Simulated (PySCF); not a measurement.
# C2H7AlF2O: the cost of one run

The runs use PySCF 2.14.0, with density-fitted response routines of our own; the level of theory stands in each step. All values are computed, except where a source is named. Atoms count from 0, in the outputs and in this text.

## 1. Starting geometry

13 atoms, charge 0, multiplicity 1; geometry from: GFN2-xTB. The atoms were then displaced at random by about 0.01 Å, so the start is not that level's minimum.

Bonds of the start (Å): F0–C1 1.35, C1–O2 1.38, O2–Al3 1.96, O2–C4 1.38, C4–F5 1.37, C1–H6 1.10, C1–H7 1.08, Al3–H8 1.61, Al3–H9 1.57, Al3–H10 1.54, C4–H11 1.10, C4–H12 1.11.

## 2. Relaxing the molecule at PBE0-D3(BJ)/def2-SVP

Job settings and geometry (Å):

```
{"job": {"xc": "PBE0", "basis": "def2-SVP", "d3": "d3bj", "grid": 1, "shake": 0.01, "kind": "geom"}, "charge": 0, "multiplicity": 1}
F     -1.488620    -1.278920    -1.049320
C     -1.073040    -0.784430     0.136670
O     -0.036390     0.097310    -0.084440
Al     1.661370    -0.548930     0.649750
C     -0.335480     1.278250    -0.736140
F     -1.135240     2.044210     0.072410
H     -0.653550    -1.619790     0.719160
H     -1.901840    -0.293120     0.634320
H      1.130420    -0.652110     2.167790
H      1.683980    -1.896040    -0.152180
H      2.448180     0.692870     0.178100
H      0.613930     1.824160    -0.874730
H     -0.907890     1.119670    -1.671720
```

Launch:

```sh
OMP_NUM_THREADS=1 python probes_run.py task.json out
```

The driver reads the jobs from task.json and runs them one after another.

**Question.** How long does this first job take on 1 thread of Intel Xeon 6975P-C, shared host, and how much memory does it need?

About 57 s, with a peak of 0.49 GiB.
